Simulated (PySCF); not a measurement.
# One shape, several levels: CH7AlO2Si (SMILES C[O][Al]([OH])[SiH3])

Wanted: a comparison of 6 runs (BLYP/cc-pVDZ, PBE/cc-pVDZ, SVWN5/cc-pVDZ, TPSS/cc-pVDZ, r2SCAN/cc-pVDZ, revPBE/cc-pVDZ) of CH7AlO2Si. The job is set up through a Python script.

The results are computed with PySCF 2.14.0.

1 further run of the same task is left out (set aside as unsound or not needed).

## 1. The system as given

CH7AlO2Si: 12 atoms, total charge 0, spin state singlet. SMILES: `C[O][Al]([OH])[SiH3]`. The Si5–H11 distance was set to 1.938 Å, away from the relaxed value.

Bond lengths: C1–O2 1.396 Å, O2–Al3 1.686 Å, Al3–O4 1.691 Å, Al3–Si5 2.439 Å, C1–H6 1.098 Å, C1–H7 1.095 Å, C1–H8 1.095 Å, O4–H9 0.956 Å, Si5–H10 1.490 Å, Si5–H12 1.490 Å. Some angles: C1–O2–Al3 136.1°, O2–Al3–O4 118.8°, O2–Al3–Si5 122.9°, O4–Al3–Si5 118.4°, O2–C1–H6 112.6°, O2–C1–H7 110.2°, O2–C1–H8 110.2°, Al3–O4–H9 123.5°, Al3–Si5–H10 111.3°, Al3–Si5–H12 111.3°. A long bond or contact: Si5–H11 1.938 Å.

## 2. A single-point energy at BLYP/cc-pVDZ (run 1)

Input file calc.py:

```python
from pyscf import gto, dft

molecule = gto.Mole()
molecule.atom = [
    ('C', (-0.669332, -1.567069, 0.954035)),
    ('O', (-0.799532, -0.219969, 1.297935)),
    ('Al', (-0.311432, 1.253631, 0.640135)),
    ('O', (-0.721132, 2.681131, 1.449135)),
    ('Si', (0.961968, 1.420831, -1.432765)),
    ('H', (-0.112032, -1.712669, 0.019635)),
    ('H', (-0.145132, -2.110369, 1.747235)),
    ('H', (-1.657632, -2.022569, 0.831535)),
    ('H', (-1.218632, 2.701731, 2.265535)),
    ('H', (2.270368, 2.097731, -1.210665)),
    ('H', (1.328700, -0.330800, -2.176500)),
    ('H', (0.219668, 2.199631, -2.463265)),
]
molecule.basis = 'cc-pvdz'
molecule.max_memory = 1860
molecule.verbose = 3
molecule.build()

myscf = dft.RKS(molecule, xc='blyp')
myscf.conv_tol = 1e-10
myscf.grids.level = 5
myscf.kernel()
if not myscf.converged:
    myscf = myscf.newton().run(myscf.mo_coeff, myscf.mo_occ)

etot = myscf.e_tot
print('Final energy', etot)
```

On the command line:

```sh
OMP_NUM_THREADS=1 python calc.py
```

Log:

```text
converged SCF energy = -724.672927139413
Final energy -724.6729271394129
```

Wall time 42 s (1 thread of Arm Neoverse V2, shared host); peak memory 0.62 GiB.

## 3. A single-point energy at PBE/cc-pVDZ (run 2)

Input file run.py:

```python
from pyscf import gto, dft

mol = gto.M(
    atom='''
C   -0.669332  -1.567069   0.954035
O   -0.799532  -0.219969   1.297935
Al  -0.311432   1.253631   0.640135
O   -0.721132   2.681131   1.449135
Si   0.961968   1.420831  -1.432765
H   -0.112032  -1.712669   0.019635
H   -0.145132  -2.110369   1.747235
H   -1.657632  -2.022569   0.831535
H   -1.218632   2.701731   2.265535
H    2.270368   2.097731  -1.210665
H    1.328700  -0.330800  -2.176500
H    0.219668   2.199631  -2.463265
''',
    charge=0,
    verbose=3,
    basis='cc-pvdz',
    max_memory=1860,
)

mf = dft.RKS(mol)
mf.xc = 'pbe'
mf.conv_tol = 1e-10
mf.grids.level = 5
mf.kernel()
if not mf.converged:
    mf = mf.newton().run(mf.mo_coeff, mf.mo_occ)

e_tot = mf.e_tot
print(f'total energy: {e_tot:.8f} hartree')
```

On the command line:

```sh
OMP_NUM_THREADS=1 python run.py
```

Log:

```text
converged SCF energy = -724.224700079899
total energy: -724.22470008 hartree
```

Wall time 42 s (1 thread of Arm Neoverse V2, shared host); peak memory 0.62 GiB.

Runs 3 to 5 aren't shown in full; the table further down has their settings and results.

## 4. The energy at revPBE/cc-pVDZ (run 6)

Edit run.py of step 3 so:

```diff
@@ -17,5 +17,5 @@
 ''',
-    charge=0,
-    verbose=3,
     basis='cc-pvdz',
+    verbose=4,
+    spin=0,
     max_memory=1860,
@@ -23,11 +23,10 @@
 
-mf = dft.RKS(mol)
-mf.xc = 'pbe'
-mf.conv_tol = 1e-10
-mf.grids.level = 5
-mf.kernel()
-if not mf.converged:
-    mf = mf.newton().run(mf.mo_coeff, mf.mo_occ)
+calc0 = dft.RKS(mol, xc='revpbe')
+calc0.grids.level = 5
+calc0.conv_tol = 1e-10
+calc0.kernel()
+if not calc0.converged:
+    calc0 = calc0.newton().run(calc0.mo_coeff, calc0.mo_occ)
 
-e_tot = mf.e_tot
-print(f'total energy: {e_tot:.8f} hartree')
+e_tot = calc0.e_tot
+print('Final energy', e_tot)
```

On the command line:

```sh
OMP_NUM_THREADS=1 python run.py
```

Log:

```text
PySCF version 2.14.0

[... 86 lines left out ...]
converged SCF energy = -724.559410791134
Final energy -724.5594107911337
```

Wall time 39 s (1 thread of Arm Neoverse V2, shared host); peak memory 0.62 GiB.

## 5. Overview of the runs

```csv
run,level,energy (Eh),dipole moment (D),HOMO energy (eV),LUMO energy (eV),wall time
1,BLYP/cc-pVDZ,-724.672927,1.33,-6.20,-1.34,42 s
2,PBE/cc-pVDZ,-724.224700,1.29,-6.34,-1.49,42 s
3,SVWN5/cc-pVDZ,-721.041005,1.28,-6.42,-1.62,27 s
4,TPSS/cc-pVDZ,-724.811625,1.43,-6.49,-1.35,83 s
5,r2SCAN/cc-pVDZ,-724.584724,1.35,-6.66,-1.29,82 s
6,revPBE/cc-pVDZ,-724.559411,1.30,-6.31,-1.42,39 s
```

## 6. Summary of results

| quantity | value |
| --- | --- |
| run 6: total energy | -724.55941 Eh |
| run 6: dipole moment | 1.30 D |
| run 6: HOMO energy | -6.31 eV |
| run 6: LUMO energy | -1.42 eV |
| run 6: HOMO–LUMO gap | 4.88 eV |

What this shows: The dipole moment (its size) runs from 1.28 D (SVWN5/cc-pVDZ) to 1.43 D (TPSS/cc-pVDZ). The HOMO–LUMO gap runs from 4.80 eV (SVWN5/cc-pVDZ) to 5.37 eV (r2SCAN/cc-pVDZ). Totals of different functionals can't be ranked against each other. All runs together took 5.3 min, the longest 83 s.
